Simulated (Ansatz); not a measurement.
# Cl₂H₅InSi: search for a transition state

Is there a first-order saddle for this four-centre ligand exchange, which should form In1–Si6, H2–H5 and break In1–H2, H5–Si6, and which two structures does it connect?

Program: Ansatz 0.2.0, Gaussian basis. Level of theory: PBE0-D4, def2-SVP first, then def2-TZVP. These are calculated values, not measurements.

181 further runs of the same task are left out: 181 set aside as unsound or not needed. Runs told in other sessions of the task aren't counted.

### 1 The starting structure

The guess: 9 atoms, charge 0, spin multiplicity 1.

Atoms are counted from 1 here; the program's logs count them from 0.

Bond lengths: In1–Cl3 2.582 Å, In1–Cl4 2.718 Å, In1–Si6 2.966 Å, Cl4–Si6 2.098 Å, Si6–H7 1.478 Å, Si6–H8 1.488 Å, Si6–H9 1.461 Å. Angles: Cl3–In1–Cl4 97.0°, Cl3–In1–Si6 105.3°, Cl4–In1–Si6 43.0°, In1–Cl4–Si6 74.8°, In1–Si6–Cl4 62.2°, In1–Si6–H7 67.3°, In1–Si6–H8 116.6°, In1–Si6–H9 138.2°, Cl4–Si6–H7 128.3°, Cl4–Si6–H8 94.2°, Cl4–Si6–H9 103.9°, H7–Si6–H8 98.5°, H7–Si6–H9 121.4°, H8–Si6–H9 102.9°.

Coordinates:

```
In   -0.44570   -0.66160   -1.87460
H    -1.47760    0.61830   -0.28400
Cl   -2.90490   -0.02710   -1.41180
Cl    0.06330   -1.79560    0.54290
H    -0.69020    0.75790    0.27370
Si    1.02650    0.06730    0.59490
H     1.31570    0.97990   -0.53060
H     2.38530   -0.51770    0.75860
H     0.72760    0.57860    1.93090
```

Distances that are to change: In1–Si6 2.97 Å, H2–H5 0.97 Å, In1–H2 2.29 Å, H5–Si6 1.88 Å.

### 2 Constrained relaxation of the guess

Contents of hold/in.yaml:

```yaml
crystal:
  periodic: [false, false, false]
  atoms:
    - {symbol: In, position_ang: [-0.445700, -0.661600, -1.874600]}
    - {symbol: H, position_ang: [-1.477600, 0.618300, -0.284000]}
    - {symbol: Cl, position_ang: [-2.904900, -0.027100, -1.411800]}
    - {symbol: Cl, position_ang: [0.063300, -1.795600, 0.542900]}
    - {symbol: H, position_ang: [-0.690200, 0.757900, 0.273700]}
    - {symbol: Si, position_ang: [1.026500, 0.067300, 0.594900]}
    - {symbol: H, position_ang: [1.315700, 0.979900, -0.530600]}
    - {symbol: H, position_ang: [2.385300, -0.517700, 0.758600]}
    - {symbol: H, position_ang: [0.727600, 0.578600, 1.930900]}
basis:
  gaussian: {orbitals: def2-SVP}
hamiltonian: {xc: pbe0, dispersion: d4}
relax: {f_tol: 0.04, max_steps: 150, escape_saddle: false, constraints: [{distance: [0, 5]}, {distance: [1, 4]}, {distance: [0, 1]}, {distance: [4, 5]}]}
```

Run with:

```
$ ansatz run in.yaml --threads 8 --pin off --events-out ev --progress --plain --max-ram 19148MiB
```

The runs that follow: Force constants to start from; Saddle search in the small basis; Saddle search in triple zeta; Vibrations at the point found; Relaxing after a step of 0.30 Å one way along the mode; Relaxing after a step of 0.30 Å the other way along the mode.

Q: Predict the outcome of this session. Wanted: imaginary mode; barrier from the start side; barrier from the end side; energy of the step; pairs that change; zero-point energy at the saddle.

As calculated:

| quantity | value |
| --- | --- |
| imaginary mode | 402i cm⁻¹ |
| barrier from the start side | 99.1 kJ/mol |
| barrier from the end side | 153.6 kJ/mol |
| energy of the step | -54.5 kJ/mol |
| pairs that change | In1–Cl3 formed, H2–H5 formed, Cl4–Si6 formed, In1–Cl4 broken, H2–Cl3 broken, H5–Si6 broken |
| zero-point energy at the saddle | 1.146 eV |

What this shows: The point has a single imaginary mode (402i cm⁻¹), as a transition state must. The two relaxations don't end on the planned structures: the search found another step. At PBE0-D4/def2-TZVP the electronic barrier is 99.1 kJ/mol, about 40 kT at 298 K, and the step runs 54.5 kJ/mol downhill. A step off the saddle overshot and began above it in energy, so the link to its end is likely but not proven.
